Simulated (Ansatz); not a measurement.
What does this script print? It uses the Ansatz DFT code, driven from Python.

Script `run_basis.py`:
```python
# -*- coding: utf-8 -*-
from dataclasses import dataclass

import ansatz as az


@dataclass(frozen=True)
class Options:
    functional: str = "pbe0"


cfg = Options()

GEOMETRY = """
F    -1.38836   -0.14167    1.05927
Al   -0.17886    0.07721   -0.02919
I     2.14214   -0.83434    0.19777
H    -0.57492    0.89880   -1.22785
"""


def main():
    system = az.Crystal.molecule()
    for line in GEOMETRY.strip().splitlines():
        symbol, *xyz = line.split()
        system = system.atom(symbol, [float(v) for v in xyz])

    calculation = system.calculation().functional(cfg.functional)

    energies = {}
    for basis in ["def2-SVP", "def2-SVPD", "def2-TZVP", "def2-TZVPP"]:
        rep = calculation.basis(gaussian=basis).run(threads=1, backend="cpu").report
        size = rep["n_frozen"] + rep["n_occupied"][0] + rep["n_virtual"][0]
        energies[basis] = (rep["reference_energy_ev"] / 27.211386246, rep["free_energy_ev"] / 27.211386246)
        print(f"{basis:14s} {size:4d} orbitals  reference {energies[basis][0]:14.6f} Ha  total {energies[basis][1]:14.6f} Ha")

    last = energies["def2-TZVPP"][1]
    for basis, (_, total) in energies.items():
        print(f"{basis:14s} lies {27.211386 * (total - last):9.4f} eV above def2-TZVPP")


if __name__ == "__main__":
    main()
```

```console
$ python run_basis.py
def2-SVP         63 orbitals  reference    -640.340175 Ha  total    -640.340175 Ha
def2-SVPD        90 orbitals  reference    -640.353130 Ha  total    -640.353130 Ha
def2-TZVP       124 orbitals  reference    -640.564344 Ha  total    -640.564344 Ha
def2-TZVPP      137 orbitals  reference    -640.564742 Ha  total    -640.564742 Ha
def2-SVP       lies    6.1108 eV above def2-TZVPP
def2-SVPD      lies    5.7583 eV above def2-TZVPP
def2-TZVP      lies    0.0108 eV above def2-TZVPP
def2-TZVPP     lies    0.0000 eV above def2-TZVPP
```

Against def2-SVP: def2-SVPD -13.0 mHa, def2-TZVP -224.2 mHa and def2-TZVPP -224.6 mHa. The last step alone is -0.40 mHa (these two sets differ little on atoms other than hydrogen). From the first set to the last the time grows from 1.9 to 3.3 s.

Caveats:
- The drop along the ladder measures the basis error, and is no property of the molecule.
- The geometry is a force-field or estimated start, not a minimum of this method, and the last set is no limit. Much of the fall in a total is atomic energy, which cancels in bond and reaction energies.
- def2 sets replace the cores of elements past krypton by effective core potentials.
- Finished in 11 s on 1 thread of Arm Neoverse V1, on a shared host, peak memory 0.3 GiB.
